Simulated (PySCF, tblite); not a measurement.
**AsGaH4O2, a small molecule taken as a stand-in for a surface group (gallium hydroxide): NMR shifts, core binding energies and electronic excitations**

What NMR shifts, core binding energies and electronic excitations should one expect for `[OH][Ga]([OH])[AsH2]`?

Programs: tblite 0.8.0 and PySCF 2.14.0. All values are calculated, for the isolated system unless a continuum is named. Atoms count from 0, parts from 1.

### Step 1. Starting point

8 atoms, charge 0, multiplicity 1; geometry: distance geometry start.

### Step 2. Geometry optimisation with GFN2-xTB

What the job is given:

```
{"job": {"kind": "relax", "xc": "GFN2-xTB", "basis": "xTB"}, "charge": 0, "multiplicity": 1}
O      1.337731    -2.912685    -1.260144
Ga     0.495816    -1.931144     0.119778
O     -1.357985    -1.604902    -0.103138
As     1.782372    -0.150212     1.080236
H      1.019570    -2.966468    -2.176660
H     -1.883190    -1.953049    -0.827621
H      1.466831     1.233341     0.563672
H      3.209252    -0.431567     1.326936
```

Method: GFN2-xTB geometry optimisation, gas phase.

On the command line:

```console
> OMP_NUM_THREADS=1 python cluster_run.py task.json out
```

One launch serves the whole session: the jobs run in the order shown.

**Question.** The jobs that follow are: PBE0-D3(BJ)/def2-SVP geometry optimisation, gas phase; GIAO PBE0/pcSseg-2 NMR shielding, non-relativistic, gas phase; delta-SCF UKS SCAN, pcX-2 on the ionised atom, pcseg-1 elsewhere, spin-free X2C; TDDFT CAM-B3LYP/def2-SVPD, vertical, gas phase, core orbitals frozen in the response. Predict: point group; rotational constants (main isotopes); $^{1}$H shifts against TMS (PBE0/pcSseg-2, means over atoms taken as alike); $^{17}$O shifts against H2O (PBE0/pcSseg-2, means over atoms taken as alike); $^{71}$Ga shifts against GaH4- (PBE0/pcSseg-2); $^{75}$As shifts against AsH3 (PBE0/pcSseg-2); O1s binding energies, SCAN/pcX-2; lowest singlet (CAM-B3LYP/def2-SVPD); lowest triplet; vertical ionisation energy (ΔSCF); vertical electron affinity (ΔSCF).

As calculated:

| quantity | value |
| --- | --- |
| point group | Cs |
| rotational constants (main isotopes) | 5.92, 1.46, 1.18 GHz |
| $^{1}$H shifts against TMS (PBE0/pcSseg-2, means over atoms taken as alike) | 1.69, 1.67 ppm |
| $^{17}$O shifts against H2O (PBE0/pcSseg-2, means over atoms taken as alike) | 82.3 ppm |
| $^{71}$Ga shifts against GaH4- (PBE0/pcSseg-2) | 339 ppm |
| $^{75}$As shifts against AsH3 (PBE0/pcSseg-2) | -135 ppm |
| O1s binding energies, SCAN/pcX-2 | O0 537.65 eV |
| lowest singlet (CAM-B3LYP/def2-SVPD) | 6.03 eV (206 nm), f = 0.160 |
| lowest triplet | 5.10 eV |
| vertical ionisation energy (ΔSCF) | 10.06 eV |
| vertical electron affinity (ΔSCF) | -0.28 eV (unbound: the value hangs on the basis) |

**Reading.** The optimisation took 12 steps and gained 0.214 eV; among the close pairs (by a distance rule), As3–H7 changed most, from 1.487 to 1.525 Å (PBE0/def2-SVP). At PBE0/pcSseg-2: The largest span, 385 ppm, is at Ga1, where the paramagnetic term is -1263 ppm. The first singlet state (HOMO→LUMO 0.76, HOMO→LUMO+1 0.12) lies at 6.03 eV and is bright. The lowest triplet lies 0.93 eV below the lowest singlet (triplets in Tamm-Dancoff, singlets in full TDDFT). ΔSCF puts the ionisation energy at 10.06 eV, 1.00 eV above −ε(HOMO). Spin-orbit coupling is left out, which matters for shieldings and couplings at and beside the heavy atoms.
